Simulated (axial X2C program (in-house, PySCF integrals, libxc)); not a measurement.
**HfCl⁺: Ω levels from open-shell CI on d1 s1 p(π)0**

Which Ω levels does HfCl⁺ have in the configuration d1 s1 p(π)0, and how far apart?

Computed with an in-house X2C program for linear molecules on PySCF integrals. Level: two-component X2C, average-of-configuration Hartree–Fock and CI in the open shells.

All values are calculated.

## 1. The job

The input, task.json:

```json
{
 "zs": [
  72,
  17
 ],
 "q": 1,
 "bas": [
  "dyall-v3z",
  "dyall-v3z"
 ],
 "r0": 2.51,
 "metal": 0,
 "shells": [
  [
   2,
   [
    0,
    1,
    2
   ],
   1
  ],
  [
   0,
   [
    0
   ],
   1
  ],
  [
   1,
   [
    1
   ],
   0
  ]
 ],
 "fix": 0,
 "emax": 3.2,
 "nroots": 6
}
```

Keys: zs atomic numbers; q charge; bas basis sets; r0 starting distance in Å; metal index of the metal atom; shells open shells as [l, |m| values, electrons]; fix electron count of the first shell held; emax energy window in eV; nroots roots for each Ω.

Launch:

```sh
> python soci.py task.json out
```

Two-component X2C with atomic mean-field Coulomb and Gaunt terms, basis Hf dyall-v3z, Cl dyall-v3z (cores contracted in-house). Orbitals come from Hartree–Fock averaged over the configuration Hf d1 s1 p(π)0; CI then distributes these electrons over the d, s, p(π) shells of Hf.

## 2. CI at R = 2.292 Å

**Question.** What will these runs give? Wanted: lowest level of the model; next level; lowest curve, Re and ωe.

The runs gave:

```
                 quantity                         value
lowest level of the model  Ω = 1, g∥ = 0.04, 100% d1 s1
               next level        Ω = 0, 484 cm⁻¹ higher
  lowest curve, Re and ωe           2.265 Å, 436.0 cm⁻¹
```

In words: In the lowest level ⟨Sz⟩ = -0.98 and ⟨Lz⟩ = 1.98; its leading determinant has weight 1.00 among 21. From 2.292 to 2.579 Å the gap from the lowest to the fifth level goes from 6351 to 5085 cm⁻¹. Without dynamic correlation distances can be off by several hundredths of an Å, and the wavenumbers are rough. There is no dynamic correlation: spin–orbit spacings and, for f shells, spacings inside one term are the most reliable numbers, splittings between terms come out too wide, and energies between configurations are not reliable, so the lowest level need not be the ground state of the molecule. For d shells the ligand-field splittings (σ, π, δ) and their order can be off by a thousand cm⁻¹ or more. At most 6 roots were kept for each Ω > 0 (twice that for Ω = 0) within 3.2 eV of the lowest, so higher up levels can be missing between those listed; levels with Ω > 0 are doubly degenerate and listed once, Ω = 0 levels singly. Some active spinors are only partly of the character that their shell is named for, so the shell names and counts are nominal. States that fill the shells left empty in the average are placed too high.
